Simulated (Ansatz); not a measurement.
# C3H5Al: the cost of one run

Program: Ansatz 0.2.0. Level of theory: RKS r2SCAN/def2-SVP. These are calculated values, not measurements.

**1. The starting structure**

Bond lengths: C1–C2 1.431 Å, C2–C3 1.200 Å, C3–Al4 1.923 Å, C1–H5 1.090 Å, C1–H6 1.089 Å, C1–H7 1.152 Å, Al4–H8 1.592 Å, Al4–H9 1.660 Å. Angles: C1–C2–C3 178.7°, C2–C1–H5 113.0°, C2–C1–H6 113.9°, C2–C1–H7 108.4°, H5–C1–H6 110.1°, H5–C1–H7 105.0°, H6–C1–H7 105.7°, C2–C3–Al4 175.3°, C3–Al4–H8 119.8°, C3–Al4–H9 119.6°, H8–Al4–H9 119.6°.

Coordinates:

```xyz
9

C     0.3873    1.6400   -1.0954
C     0.0951    0.4742   -0.3184
C    -0.1317   -0.5165    0.3193
Al   -0.3431   -2.1091    1.3769
H     1.0340    2.3474   -0.5754
H     0.7892    1.4219   -2.0833
H    -0.5959    2.2126   -1.2772
H    -0.3463   -3.5354    0.6691
H    -0.8002   -1.9814    2.9673
```

**2. End point A**

The input, input.yaml:

```yaml
crystal:
  periodic: [false, false, false]
  atoms:
    - { symbol: C, position_ang: [0.3873, 1.64, -1.0954] }
    - { symbol: C, position_ang: [0.0951, 0.4742, -0.3184] }
    - { symbol: C, position_ang: [-0.1317, -0.5165, 0.3193] }
    - { symbol: Al, position_ang: [-0.3431, -2.1091, 1.3769] }
    - { symbol: H, position_ang: [1.034, 2.3474, -0.5754] }
    - { symbol: H, position_ang: [0.7892, 1.4219, -2.0833] }
    - { symbol: H, position_ang: [-0.5959, 2.2126, -1.2772] }
    - { symbol: H, position_ang: [-0.3463, -3.5354, 0.6691] }
    - { symbol: H, position_ang: [-0.8002, -1.9814, 2.9673] }
basis:
  gaussian: { orbitals: def2-SVP }
hamiltonian:
  xc: r2scan
relax:
  f_tol: 0.02
  max_steps: 50
output:
  orbitals: {}
```

Run with:

```sh
ansatz run input.yaml --threads 2 --pin off --max-ram 3072MiB --backend cpu --events-out ev --progress --plain --runs-dir out
```

**Question.** How long does this run take on 2 threads of AMD EPYC 7R13 (Zen 3), shared host, and how much memory does it need?

About 20 s, with a peak of 0.16 GiB.
